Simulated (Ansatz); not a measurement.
# C₂H₉AlN₂: a ladder of functionals and wavefunction methods

One table from this session's results is given with a row withheld; the runs are named, their logs left out.

The runs use Ansatz 0.2.0, Gaussian basis; functionals in def2-TZVPP, the program's frozen cores in correlated methods.

Plan: PBE-D4, r2SCAN-D4, PBE0-D4, B3LYP-D4, ωB97X-V, ωB97M-V, B2PLYP; CCSD(T)/def2-TZVPP; MP2/def2-QZVPP; extrapolation to the limit.

## The geometry

An earlier PBE0-D4 in a triple-zeta def2 set relaxation fixed the geometry.

SMILES `CN[CH2][AlH][NH2]`, 14 atoms, charge 0, spin multiplicity 1.

Atoms are counted from 1 here; the program's logs count them from 0.

Bond lengths: C1–N2 1.444 Å, C1–H6 1.104 Å, C1–H7 1.092 Å, C1–H8 1.096 Å, N2–C3 1.459 Å, N2–H9 1.013 Å, C3–Al4 1.973 Å, C3–H10 1.099 Å, C3–H11 1.106 Å, Al4–N5 1.767 Å, Al4–H12 1.589 Å, N5–H13 1.008 Å, N5–H14 1.006 Å. Angles: N2–C1–H6 113.9°, N2–C1–H7 110.1°, N2–C1–H8 109.7°, H6–C1–H7 108.2°, H6–C1–H8 107.4°, H7–C1–H8 107.4°, C1–N2–C3 112.7°, C1–N2–H9 109.0°, C3–N2–H9 110.2°, N2–C3–Al4 111.5°, N2–C3–H10 108.5°, N2–C3–H11 113.2°, Al4–C3–H10 105.6°, Al4–C3–H11 112.2°, H10–C3–H11 105.3°, C3–Al4–N5 117.2°, C3–Al4–H12 124.1°, N5–Al4–H12 118.6° and more.

The first run:

The input, in.yaml:

```yaml
crystal:
  periodic: [false, false, false]
  atoms:
    - {symbol: C, position_ang: [-1.047720, -1.266960, 0.585827]}
    - {symbol: N, position_ang: [0.280324, -0.836250, 0.955528]}
    - {symbol: C, position_ang: [1.125125, -0.560602, -0.201286]}
    - {symbol: Al, position_ang: [0.592818, 1.112108, -1.101397]}
    - {symbol: N, position_ang: [-0.394017, 2.248346, -0.176194]}
    - {symbol: H, position_ang: [-1.062850, -2.136009, -0.094707]}
    - {symbol: H, position_ang: [-1.621433, -1.523213, 1.479411]}
    - {symbol: H, position_ang: [-1.574166, -0.447927, 0.082509]}
    - {symbol: H, position_ang: [0.706176, -1.546206, 1.539054]}
    - {symbol: H, position_ang: [2.153016, -0.393115, 0.148997]}
    - {symbol: H, position_ang: [1.190785, -1.411342, -0.905211]}
    - {symbol: H, position_ang: [1.031906, 1.509835, -2.575360]}
    - {symbol: H, position_ang: [-0.674903, 2.072168, 0.775809]}
    - {symbol: H, position_ang: [-0.717960, 3.149870, -0.484181]}
basis:
  gaussian: {orbitals: def2-TZVPP}
hamiltonian: {xc: pbe, dispersion: d4}
output: {forces: true, orbitals: {seedname: orbitals}}
```

Run with:

```bash
> ansatz run in.yaml --threads 4 --pin off --events-out ev --progress --plain --max-ram 10444MiB
```

Steps of the session up to this table: PBE-D4 (GGA); r2SCAN-D4 (meta-GGA); PBE0-D4 (hybrid); B3LYP-D4 (hybrid); ωB97X-V (range-separated); ωB97M-V (range-separated); B2PLYP (double hybrid); CCSD(T) in def2-TZVPP; MP2 in def2-QZVPP.

One table of the session follows, with a row left open; its other results are not shown here.

| method | atomisation energy (eV) |
| --- | --- |
| PBE-D4 | 51.815 |
| r2SCAN-D4 | 50.826 |
| PBE0-D4 | 50.945 |
| B3LYP-D4 | 51.163 |
| ωB97X-V | 51.179 |
| ωB97M-V | 51.189 |
| B2PLYP | ? |
| HF/def2-TZVPP | 36.166 |
| MP2/def2-TZVPP | 49.955 |
| CCSD/def2-TZVPP | 48.848 |
| CCSD(T)/def2-TZVPP | 49.534 |
| MP2/CBS | 51.390 |
| CCSD(T)/CBS | 50.969 |

Q: Estimate the row for B2PLYP from the others.

The run gave: atomisation energy (eV): 50.452. In the column «atomisation energy (eV)» it lies between MP2/def2-TZVPP (49.955) and r2SCAN-D4 (50.826).
